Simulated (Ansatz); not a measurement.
# CCl2FGeNO: the cost of one run

Computed with Ansatz 0.2.0, Gaussian basis. Level: unrestricted cation, the program's frozen cores in correlated methods.

The runs, in order: UKS PBE-D4/def2-TZVPP; UKS r2SCAN-D4/def2-TZVPP; UKS PBE0-D4/def2-TZVPP; UKS B3LYP-D4/def2-TZVPP; UKS wB97X-V/def2-TZVPP; UKS wB97M-V/def2-TZVPP; then −ε(HOMO) from the neutral's earlier runs with LDA (SPW92), PBE-D4, revPBE-D4, BLYP-D4, r2SCAN-D4, B97M-V, PBE0-D4, B3LYP-D4, r2SCANh-D4, r2SCAN0-D4, HSE06-D4, BHLYP-D4, CAM-B3LYP-D4, LC-ωPBE, ωB97X-V, ωB97M-V.

### 1 The relaxed structure

The geometry comes from an earlier relaxation with PBE0-D4 in a triple-zeta def2 set; it is a stationary point, not always the lowest conformer.

SMILES `O=C=[N][Ge]([F])([Cl])[Cl]`, 7 atoms, charge 0, spin multiplicity 1.

Atoms are counted from 1 here; the program's logs count them from 0.

Bond lengths: O1–C2 1.158 Å, C2–N3 1.207 Å, N3–Ge4 1.793 Å, Ge4–F5 1.706 Å, Ge4–Cl6 2.108 Å, Ge4–Cl7 2.108 Å. Angles: O1–C2–N3 175.8°, C2–N3–Ge4 136.7°, N3–Ge4–F5 105.7°, N3–Ge4–Cl6 111.8°, N3–Ge4–Cl7 111.8°, F5–Ge4–Cl6 108.1°, F5–Ge4–Cl7 108.1°, Cl6–Ge4–Cl7 111.2°.

### 2 Cation, UKS PBE-D4/def2-TZVPP

Contents of in.yaml:

```yaml
crystal:
  periodic: [false, false, false]
  atoms:
    - {symbol: O, position_ang: [-2.260434, 1.297316, 1.380033]}
    - {symbol: C, position_ang: [-1.598896, 0.608669, 0.725544]}
    - {symbol: N, position_ang: [-0.983129, -0.152316, 0.018758]}
    - {symbol: Ge, position_ang: [0.731597, -0.411500, -0.436554]}
    - {symbol: F, position_ang: [0.727100, -1.732471, -1.516743]}
    - {symbol: Cl, position_ang: [1.912191, -0.933923, 1.229697]}
    - {symbol: Cl, position_ang: [1.532770, 1.256226, -1.446534]}
basis:
  gaussian: {orbitals: def2-TZVPP}
total_charge: 1
magnetization: {spin_polarized: true, initial_magnetization: 1}
hamiltonian: {xc: pbe, dispersion: d4}
```

Launch:

```
$ ansatz run in.yaml --threads 2 --pin off --events-out ev --progress --plain --max-ram 32768MiB --backend cpu
```

**Question.** How long does this run take on 2 threads of AMD EPYC 7R13, shared host, and how much memory does it need?

About 28 s, with a peak of 0.95 GiB.
